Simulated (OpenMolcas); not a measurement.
# Er²⁺ among point charges: CASSCF and CASPT2 levels and susceptibility

How does a field of 12 point charges split the states of Er²⁺, and what χT follows?

Method: state-averaged CASSCF and CASPT2, spin-orbit coupling by RASSI with atomic mean-field integrals. Code: OpenMolcas 26.06.

**1. The system**

| Quantity | Value |
| --- | --- |
| Species | Er²⁺ (erbium, Z = 68, 66 electrons) |
| Basis | ANO-RCC-VDZP [7s6p4d2f1g], 68 functions |
| Scalar Hamiltonian | DKH2, point nucleus |
| Inactive shells | 1s 2s 2p 3s 3p 3d 4s 4p 4d 5s 5p |
| Active space | 12 electrons in 7 orbitals (4f) |
| Some configurations of this space | 4f12 |
| Orbitals | optimised for the highest spin of each parity, averaged over all roots |

The outer shells:

4f12
```
4f [↑↓][↑↓][↑↓][↑↓][↑↓][↑ ][↑ ]
```

The ion sits among 12 point charges of -1 e arranged as a cuboctahedron (Oh), 3.04 Å from the ion.

Each step is its own input file, run in one work folder so that later steps find the files of earlier ones. Labels, J, g values, rates, χT and fits are worked out afterwards by a script from the matrices that RASSI stores. The input lists half of the charges; inversion (Group=XYZ) makes the rest.

**2. Basis and integrals**

The input, a.inp:

```
&GATEWAY
Coord
1

Er 0.0 0.0 0.0
Basis=ANO-RCC-VDZP
Group=XYZ
NoMove
AngMom=0.0 0.0 0.0
AMFI
XField
6 Angstrom 0
2.149605 2.149605 0.000000 -1.000000
2.149605 -2.149605 0.000000 -1.000000
0.000000 2.149605 2.149605 -1.000000
0.000000 2.149605 -2.149605 -1.000000
2.149605 0.000000 2.149605 -1.000000
2.149605 0.000000 -2.149605 -1.000000
&SEWARD
```

Run with:

```sh
$ OMP_NUM_THREADS=1 MOLCAS_MEM=2252 MOLCAS_PROJECT=a pymolcas a.inp > a.log
```

**3. Reference wave functions, triplets of even parity, 21 roots**

The input, a.inp:

```
&RASSCF
FileOrb=start.orb
Symmetry=1
Spin=3
nActEl=12 0 0
Inactive=15 12
Ras2=0 7
CIRoot=21 21 1
SDav=21
CIMx=300
Iter=120 100
PrWF=0.3
OrbListing=Nothing
MaxOrb=0
>>> COPY $Project.JobIph JOB001
```

start.orb holds the contracted functions of the basis, ordered by shell, or the orbitals of the step before.

**4. Reference wave functions, singlets of even parity, 28 roots**

The input, a.inp:

```
&RASSCF
FileOrb=start.orb
Symmetry=1
Spin=1
nActEl=12 0 0
Inactive=15 12
Ras2=0 7
CIRoot=28 28 1
SDav=28
CIMx=300
Iter=120 100
PrWF=0.3
OrbListing=Nothing
MaxOrb=0
CIOnly
>>> COPY $Project.JobIph JOB002
```

**5. State interaction with spin-orbit coupling**

The input, a.inp:

```
&RASSI
NrOfJobIphs=2 21 27
1 2 3 4 5 6 7 8 9 10 11 12 13 14 15 16 17 18 19 20 21
1 2 3 4 5 6 7 8 9 10 11 12 13 14 15 16 17 18 19 20 21 22 23 24 25 26 27
IphNames
JOB001
JOB002
EJob
SpinOrbit
DIPRint=1.0
SOCoupling=1000.0
Subsets=2
Property=9
'ANGMOM' 1 'ANGMOM' 2 'ANGMOM' 3 'MLTPL  1' 1 'MLTPL  1' 2 'MLTPL  1' 3
'AMFI' 1 'AMFI' 2 'AMFI' 3
SOProperty=3
'ANGMOM' 1 'ANGMOM' 2 'ANGMOM' 3
```

**6. CASPT2: IPEA 0.25, imaginary shift 0.1 (closed shells correlated: 5s 5p)**

The input, a.inp:

```
>>> COPY JOB001 $Project.JobIph
&CASPT2
Multistate=21 1 2 3 4 5 6 7 8 9 10 11 12 13 14 15 16 17 18 19 20 21
NoMult
Frozen=14 9
IPEA=0.25
Imaginary=0.1
MaxIter=60
WThr=0.0 0.3 0.05
PrWF=0.5
NoMix
>>> COPY JOB002 $Project.JobIph
&CASPT2
Multistate=27 1 2 3 4 5 6 7 8 9 10 11 12 13 14 15 16 17 18 19 20 21 22
23 24 25 26 27
NoMult
Frozen=14 9
IPEA=0.25
Imaginary=0.1
MaxIter=60
WThr=0.0 0.3 0.05
PrWF=0.5
NoMix
```

(Steps that only read results are left out.)

Q: Predict the outcome of this session. Wanted: spin-free ground state; first state of the same spin within the active space; lowest level; next level.

As calculated:

| quantity | value |
| --- | --- |
| method | SS-CASPT2, IPEA 0.25, imaginary shift 0.1 (closed shells correlated: 5s 5p) |
| spin-free ground state | 3T1, 3-fold in its orbital part |
| first state of the same spin within the active space | 3T1 at 46.9 cm⁻¹ |
| lowest level | 2-fold E, g = 0.00, 0.00, 0.00 |
| next level | 9.9 cm⁻¹ |
| χT at 300 K | 7.14 cm³ K/mol |
| effective moment at 300 K | 7.56 μB |

Cost by method:

```
                                              method  time of its own steps  time with the reference
                                           A. CASSCF                  8.7 s                    8.7 s
B. SS-CASPT2, IPEA 0.25, imaginary shift 0.1, +5s 5p                  9.8 s                     19 s
```

Times are of one thread on a shared host.

What this shows: The spin-free ground state (3T1) comes to 100 % from free-ion H terms and keeps the highest spin of the shell. The singlets rest on orbitals optimised for another spin in at least one step, which raises them against the optimised states. Not all states of the active space went into the spin-orbit step. CASPT2 does not keep the components of a term degenerate, and the means are used. This is an electrostatic model: the charges have no orbitals.
